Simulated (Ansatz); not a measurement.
# Nb2AlC: the cost of one run

All numbers are computed with Ansatz 0.2.0, driven from Python. Level of theory: DFT r2SCAN, plane waves, PAW.

## Step 1: Starting point

The structure is hexagonal, space group P6_3/mmc (No. 194). The conventional cell has a = 3.123 Å, b = 3.123 Å, c = 13.938 Å, α = 90.00°, β = 90.00°, γ = 120.00°. Al (site symmetry -6m2) is surrounded by 6 Nb at 2.87 Å and 6 Al at 3.12 Å. Around Nb (site symmetry 3m) lie 3 C at 2.19 Å. Around C (site symmetry -3m) lie 6 Nb at 2.19 Å.

No structure file is read: the coordinates are typed or built in the script.

## Step 2: Script

nb2alc.py

```python
"""Cell relaxation of Nb2AlC."""

import ansatz as az
from ase import Atoms
from ase.io import write
import numpy as np

def edges_and_angles(cell):
    cell = np.asarray(cell)
    a, b, c = np.linalg.norm(cell, axis=1)
    cosines = cell[1] @ cell[2] / (b * c), cell[0] @ cell[2] / (a * c), cell[0] @ cell[1] / (a * b)
    return (a, b, c, *np.degrees(np.arccos(cosines)))


def main() -> None:
    atoms = Atoms(
        ["Al", "Al", "Nb", "Nb", "Nb", "Nb", "C", "C"],
        scaled_positions=[
            [1 / 3, 2 / 3, 0.75],
            [2 / 3, 1 / 3, 0.25],
            [1 / 3, 2 / 3, 0.089749],
            [2 / 3, 1 / 3, 0.589749],
            [2 / 3, 1 / 3, 0.910251],
            [1 / 3, 2 / 3, 0.410251],
            [0.0, 0.0, 0.0],
            [0.0, 0.0, 0.5],
        ],
        cell=[
            [3.12257, 0.0, 0.0],
            [-1.561285, 2.704225, 0.0],
            [0.0, 0.0, 13.938066],
        ],
        pbc=True,
    )
    xtal = az.Crystal.from_ase(atoms)

    # every cell quantity that the symmetry leaves free
    job = (
        xtal.calculation()
        .accuracy("low")
        .basis(750)
        .scf(tolerance=1e-07, lower_state_search="light", algorithm="direct_min")
        .kpoints(8, 8, 2)
        .functional("r2scan")
        .occupations("Gaussian", width=200 * az.meV)
        .relax(force_tolerance=0.05, density_extrapolation="second_order", cell=True, stress_tolerance=0.05)
    )
    steps = []


    def collect(event):
        if event["event"] == "relax_step":
            steps.append(event["data"])


    outcome = job.session().plan().execute(on_event=collect)
    r = outcome.report
    print("step   energy (eV)     max comp. (eV/A)   P (GPa)  SCF")
    for s in steps:
        print(f"{s['step']:4d} {s['lagrangian_ev']:15.5f} {s['allowed_force_max_ev_ang']:12.4f} {s['pressure_gpa']:10.3f} {s['n_scf']:5d}")

    first, last = steps[0], steps[-1]
    symbols = [site.symbol for site in outcome.lattice.sites]
    print(f"energy gained {first['lagrangian_ev'] - last['lagrangian_ev']:.4f} eV in {len(steps) - 1} steps")
    for label, vectors in (("before", first["cell_ang"]), ("after", outcome.lattice.cell_ang)):
        print(label, "a b c (A) {:.4f} {:.4f} {:.4f}  angles {:.2f} {:.2f} {:.2f}".format(*edges_and_angles(vectors)), f" V = {abs(np.linalg.det(vectors)):.3f} A^3")
    print("final stress xx yy zz (GPa, compression positive):", np.round(np.diag(r["stress_gpa"]), 3) + 0.0)

    relaxed = Atoms(symbols, positions=[site.position_ang for site in outcome.lattice.sites], cell=outcome.lattice.cell_ang, pbc=True)
    write("relaxed.extxyz", relaxed, format="extxyz")

    print("atom   start x y z (A)              end x y z (A)")
    for symbol, a, b in zip(symbols, first["positions_ang"], last["positions_ang"]):
        print(f"{symbol:3s}", " ".join(f"{v:8.4f}" for v in a), "  ", " ".join(f"{v:8.4f}" for v in b))

    change = np.array(last["positions_ang"]) @ np.linalg.inv(last["cell_ang"]) - np.array(first["positions_ang"]) @ np.linalg.inv(first["cell_ang"])
    moved = np.linalg.norm(change @ np.array(last["cell_ang"]), axis=1)
    print("displacement within the cell, strain taken out (A):", " ".join(f"{s}:{d:.3f}" for s, d in zip(symbols, moved)))

    n_atoms = len(r["lattice"]["sites"])
    print("F =", round(r["free_energy_ev"], 4), "eV for", n_atoms, "atoms")
    print("E(sigma -> 0) =", round(r["energy_sigma0_ev"], 4), "eV, TS =", round(r["entropy_ts_ev"], 5), "eV")
    print("closed by", r["closed_by"], "after", r["n_iterations"], "iterations")


if __name__ == "__main__":
    main()
```

## Step 3: What the engine is handed

The engine receives this input:

```yaml
crystal:
  lattice:
    - [3.12257, 0.0, 0.0]
    - [-1.561285, 2.704225, 0.0]
    - [0.0, 0.0, 13.938066]
  atoms:
    - { symbol: Al, position: [0.3333333333333333, 0.6666666666666666, 0.75] }
    - { symbol: Al, position: [0.6666666666666666, 0.3333333333333333, 0.25] }
    - { symbol: Nb, position: [0.3333333333333333, 0.6666666666666666, 0.089749] }
    - { symbol: Nb, position: [0.6666666666666666, 0.3333333333333333, 0.589749] }
    - { symbol: Nb, position: [0.6666666666666666, 0.3333333333333333, 0.910251] }
    - { symbol: Nb, position: [0.3333333333333333, 0.6666666666666666, 0.410251] }
    - { symbol: C, position: [0.0, 0.0, 0.0] }
    - { symbol: C, position: [0.0, 0.0, 0.5] }
accuracy: low
basis:
  ecutwfc: 750.0
kpoints:
  mp_grid:
    grid: [8, 8, 2]
hamiltonian:
  xc: r2scan
scf:
  algorithm: direct_min
  convergence:
    dr2_threshold: 1.0e-07
  lower_state_search: light
  occupations:
    method: gaussian
    width: 0.2
relax:
  f_tol: 0.05
  density_extrapolation: second_order
  cell:
    stress_tol: 0.05
```

## Step 4: Launch

Run with:

```sh
$ python nb2alc.py
```

Q: Estimate wall time and peak memory on 1 thread of Arm Neoverse V1, shared host.

About 7.4 min, with a peak of 1 GiB.
